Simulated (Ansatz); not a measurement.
# Mg5Zn2Cl14: the cost of one run

All numbers below are computed with Ansatz 0.2.0 (DFT PBE, scalar-relativistic, plane waves, PAW).

### Step 1. The starting structure

The cell holds 21 atoms (Cl14Mg5Zn2): a = 8.305 Å, b = 8.202 Å, c = 8.228 Å, α = 92.07°, β = 93.84°, γ = 93.03°.

2 Zn, 14 Cl, 5 Mg were thrown into a skewed cell at random, at 1.00 times a reference volume of the solid, and pushed apart as soft spheres.

Coordinates:

```cif
data_structure
_symmetry_space_group_name_H-M 'P 1'
_symmetry_Int_Tables_number 1
_cell_length_a 8.3050
_cell_length_b 8.2022
_cell_length_c 8.2278
_cell_angle_alpha 92.073
_cell_angle_beta 93.839
_cell_angle_gamma 93.030
_cell_volume 557.99
loop_
_atom_site_label
_atom_site_type_symbol
_atom_site_fract_x
_atom_site_fract_y
_atom_site_fract_z
_atom_site_occupancy
Zn1 Zn 0.25274 0.13971 0.75314 1
Zn2 Zn 0.55394 0.13094 0.20948 1
Cl1 Cl 0.25852 0.25797 0.26519 1
Cl2 Cl 0.37443 0.29722 0.94798 1
Cl3 Cl 0.90753 0.40044 0.75432 1
Cl4 Cl 0.72931 0.32282 0.29046 1
Cl5 Cl 0.80778 0.56067 0.07192 1
Cl6 Cl 0.00931 0.65234 0.38382 1
Cl7 Cl 0.11618 0.64549 0.95153 1
Cl8 Cl 0.85800 0.91600 0.17602 1
Cl9 Cl 0.58083 0.73381 0.50554 1
Cl10 Cl 0.28748 0.89968 0.14225 1
Cl11 Cl 0.03384 0.11830 0.49298 1
Cl12 Cl 0.32069 0.86499 0.64325 1
Cl13 Cl 0.87093 0.89874 0.68797 1
Cl14 Cl 0.27215 0.49588 0.66724 1
Mg1 Mg 0.57083 0.74133 0.18033 1
Mg2 Mg 0.38452 0.50368 0.40113 1
Mg3 Mg 0.78872 0.27280 0.01262 1
Mg4 Mg 0.08480 0.40802 0.09591 1
Mg5 Mg 0.55768 0.01413 0.50679 1
```

### Step 2. Dynamics at 1600 K

The cutoff is lowered while the worst contacts of the packing are taken out. One k point, a Fermi-Dirac width of 0.138 eV and a fixed cell.

Contents of input.yaml:

```yaml
crystal:
  lattice:
    - [8.297416, -0.220839, -0.279026]
    - [-0.220839, 8.197783, -0.152445]
    - [-0.279026, -0.152445, 8.221676]
  atoms:
    - { symbol: Zn, position: [0.2527357196, 0.139705707, 0.7531371967] }
    - { symbol: Zn, position: [0.5539359538, 0.1309399568, 0.209484019] }
    - { symbol: Cl, position: [0.2585211501, 0.2579655774, 0.2651937342] }
    - { symbol: Cl, position: [0.374431312, 0.2972181617, 0.9479777393] }
    - { symbol: Cl, position: [0.907529873, 0.4004406068, 0.7543223908] }
    - { symbol: Cl, position: [0.7293098373, 0.3228246663, 0.2904567632] }
    - { symbol: Cl, position: [0.8077787652, 0.5606715318, 0.0719166962] }
    - { symbol: Cl, position: [0.0093123934, 0.6523385942, 0.3838223057] }
    - { symbol: Cl, position: [0.1161759928, 0.6454900408, 0.9515294782] }
    - { symbol: Cl, position: [0.8580006874, 0.9160031874, 0.1760154991] }
    - { symbol: Cl, position: [0.5808275315, 0.7338083153, 0.5055361587] }
    - { symbol: Cl, position: [0.2874762318, 0.8996759563, 0.1422475279] }
    - { symbol: Cl, position: [0.0338409404, 0.118304264, 0.4929800443] }
    - { symbol: Cl, position: [0.3206905825, 0.8649897207, 0.6432509421] }
    - { symbol: Cl, position: [0.8709296013, 0.8987377001, 0.6879744047] }
    - { symbol: Cl, position: [0.2721472071, 0.4958835137, 0.667244606] }
    - { symbol: Mg, position: [0.5708283969, 0.7413316873, 0.1803267729] }
    - { symbol: Mg, position: [0.3845236192, 0.5036837482, 0.4011292605] }
    - { symbol: Mg, position: [0.788724471, 0.2727952887, 0.012616364] }
    - { symbol: Mg, position: [0.0847966167, 0.4080214297, 0.0959062108] }
    - { symbol: Mg, position: [0.5576809469, 0.0141310653, 0.5067926611] }
  symmetry: { detect: false }
basis:
  ecutwfc: 320
  xc_grid: 1
kpoints:
  mp_grid: { grid: [1, 1, 1], shift: [0.0, 0.0, 0.0] }
hamiltonian:
  xc: pbe
scf:
  occupations: { method: fermi_dirac, width: 0.1379 }
  lower_state_search: "off"
  convergence: { dr2_threshold: 1.0e-05 }
output:
  forces: true
  stress: true
md:
  timestep: 3.0
  n_steps: 24
  ensemble: nvt_langevin
  friction: 0.03
  temperature: 1600.0
  initial_velocities: maxwell_boltzmann
  seed: 54525
```

On the command line:

```bash
$ ansatz run input.yaml --threads 2 --pin off --max-ram 5120MiB --backend cpu --events-out ev --progress --plain --runs-dir out
```

Q: Estimate wall time and peak memory on 2 threads of Intel Xeon Platinum 8488C (Sapphire Rapids), shared host.

About 35 s, with a peak of 0.49 GiB.
